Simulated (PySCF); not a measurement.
# HfF4: other functionals and bases at one geometry

How far do other levels of theory move the description of HfF4, and what does each cost? The structure is generated, not taken from experiment.

Program: PySCF 2.14.0. Level of theory: several levels, as the steps say, no spin–orbit coupling. These are calculated values, not measurements.

1 further run of the same task is left out (for a known fault of the program).

## 1. Where the work starts

5 atoms, charge 0, spin multiplicity 1.

Bond lengths: Hf1–F2 1.905 Å, Hf1–F3 1.905 Å, Hf1–F4 1.905 Å, Hf1–F5 1.905 Å. Angles: F2–Hf1–F3 109.5°, F2–Hf1–F4 109.5°, F2–Hf1–F5 109.5°, F3–Hf1–F4 109.5°, F3–Hf1–F5 109.5°, F4–Hf1–F5 109.5°.

Geometry (Å):

```csv
atom,x (Å),y (Å),z (Å)
Hf1,0.0000,0.0000,0.0000
F2,1.0998,1.0998,1.0998
F3,-1.0998,-1.0998,1.0998
F4,1.0998,-1.0998,-1.0998
F5,-1.0998,1.0998,-1.0998
```

Formal oxidation states: Hf +4. An earlier session relaxed this geometry at PBE0, Hf def2-SVP with ECP60, F def2-SVP (singlet, point group Td).

At PBE0 on the finer grid: E = -447.025629 Eh, HOMO -12.04 eV, LUMO -0.85 eV, Mulliken charge on Hf1 +1.44 e, largest force component 0.024 eV/Å. 

Levels to run: M06-L; TPSS; PBE0, TZVP. Hardware: 2 threads of Arm Neoverse V2, shared host.

## 2. M06-L

Input file run.py (the lines that set the calculation):

```python
mol = gto.M(atom='''
Hf     0.00000     0.00000     0.00000
F      1.09985     1.09985     1.09985
F     -1.09985    -1.09985     1.09985
F      1.09985    -1.09985    -1.09985
F     -1.09985     1.09985    -1.09985''',
    basis={'Hf': 'def2-SVP', 'F': 'def2-SVP'},
    ecp={'Hf': 'def2-SVP'},
    charge=0, spin=0)
mf = dft.RKS(mol, xc='M06L')
mf.grids.atom_grid = (75, 302)
mf = mf.density_fit()  # fitting sets: Hf def2-universal-JKFIT, F def2-universal-JKFIT
mf.conv_tol = 1e-08; mf.max_cycle = 55
mf.kernel(dm0)  # dm0: the density of the relaxed state
```

Command:

```console
$ OMP_NUM_THREADS=2 python run.py
```

## 3. TPSS

Changes to run.py (the lines that set the calculation) since step 2:

```diff
@@ -9,3 +9,3 @@
     charge=0, spin=0)
-mf = dft.RKS(mol, xc='M06L')
+mf = dft.RKS(mol, xc='TPSS')
 mf.grids.atom_grid = (75, 302)
```

## 4. PBE0, TZVP

Basis: Hf def2-TZVP with ECP60, F def2-TZVP. 

Input file run.py (the lines that set the calculation):

```python
mol = gto.M(atom='''
Hf     0.00000     0.00000     0.00000
F      1.09985     1.09985     1.09985
F     -1.09985    -1.09985     1.09985
F      1.09985    -1.09985    -1.09985
F     -1.09985     1.09985    -1.09985''',
    basis={'Hf': 'def2-TZVP', 'F': 'def2-TZVP'},
    ecp={'Hf': 'def2-TZVP'},
    charge=0, spin=0)
mf = dft.RKS(mol, xc='PBE0')
mf.grids.atom_grid = (75, 302)
mf = mf.density_fit()  # fitting sets: Hf def2-universal-JKFIT, F def2-universal-JKFIT
mf.conv_tol = 1e-08; mf.max_cycle = 55
mf.kernel(dm0)  # dm0: free metal ions and neutral atoms
```

Before running it: what results should come out? Wanted: for each run, HOMO; gap; charge on Hf1; dipole; largest force.

The runs gave:

| level | state | HOMO (eV) | gap (eV) | charge on Hf1 (e) | dipole (D) | largest force (eV/Å) | basis functions | time |
| --- | --- | --- | --- | --- | --- | --- | --- | --- |
| PBE0 (relaxed here) | singlet | -12.04 | 11.19 | 1.44 | 0.00 | 0.02 | 88 | 5.9 s |
| M06-L | singlet | -10.41 | 9.07 | 1.58 | 0.00 | 0.13 | 88 | 3.4 s |
| TPSS | singlet | -10.03 | 8.63 | 1.30 | 0.00 | 0.19 | 88 | 3.4 s |
| PBE0, TZVP | singlet | -12.17 | 11.23 | 1.70 | 0.00 | 0.14 | 164 | 6.7 s |

Times are on 2 threads of Arm Neoverse V2, shared host; the first row also made further properties.

In one basis the HOMO–LUMO gap runs from 8.63 eV (TPSS) to 11.19 eV (PBE0). The largest leftover force, 0.19 eV/Å with TPSS, stands at a geometry relaxed at another level. The Mulliken charge on Hf spans +1.30 to +1.70 e over the levels. Total energies of different levels can't be compared. Spin–orbit coupling is left out throughout.
